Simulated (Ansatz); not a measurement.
PdPt3: band structure with LDA

Crystal: PdPt3.

```xyz
4
Lattice="-1.9719 1.9719 3.9157 1.9719 -1.9719 3.9157 1.9719 1.9719 -3.9157" Properties=species:S:1:pos:R:3 pbc="T T T"
Pt    0.0000    0.0000    3.9157
Pt    1.9719    0.0000    1.9579
Pt    0.0000    1.9719    1.9579
Pd    0.0000    0.0000    0.0000
```

The cell comes from a database or a generator and needn't be the stable form of this composition.

```
Program             : Ansatz 0.2.0
Task                : band structure
Functional          : LDA
Potentials or basis : all-electron LAPW, scalar-relativistic
Cutoff              : 249 eV (chosen from the basis error)
Basis error allowed : 0.002 eV/atom
k mesh              : 10 × 10 × 10
Occupations         : fermi-dirac, width 0.05 eV
Spin                : no spin polarisation
```

```json
{
  "Pressure": "-11.1 GPa",
  "Band gap along the path": "none (metal or under the smearing width)"
}
```

Stress tensor (GPa, compression positive):
```
-11.27   0.00   0.00
  0.00 -11.27   0.00
  0.00   0.00 -10.86
```

Levels at the corners of the path, in eV from the Fermi level:
```
point  band 73  band 74  band 75  band 76  band 77  band 78  band 79  band 80  band 81  band 82
    Γ    -1.44     0.00     0.21     0.41     0.41     0.58     2.22     7.14     7.51     8.03
    X    -1.55    -0.17    -0.10    -0.03    -0.02     0.09     0.09     1.68     1.96     5.51
    Y    -1.69    -1.26    -1.13    -0.08    -0.01     0.30     0.35     1.83     2.04     7.16
    S    -1.83    -1.41    -1.19    -1.18    -0.50     0.44     0.85     1.06     6.56     7.85
    Γ    -1.44     0.00     0.21     0.41     0.41     0.58     2.22     7.14     7.51     8.03
    Z    -0.71    -0.09     0.11     0.21     0.45     0.45     0.57     2.08     2.08     8.48
   S1    -1.83    -1.41    -1.19    -1.18    -0.50     0.44     0.85     1.06     6.56     7.85
    N    -1.81    -1.78    -1.71    -0.58    -0.28    -0.10     0.20     4.34     4.41     9.43
```

It took 2.7 min on 2 threads of Arm Neoverse V1, with other jobs on the host, peak memory 1.3 GiB.

Caveat: spin-orbit coupling is left out, which moves the levels of the heavy elements.
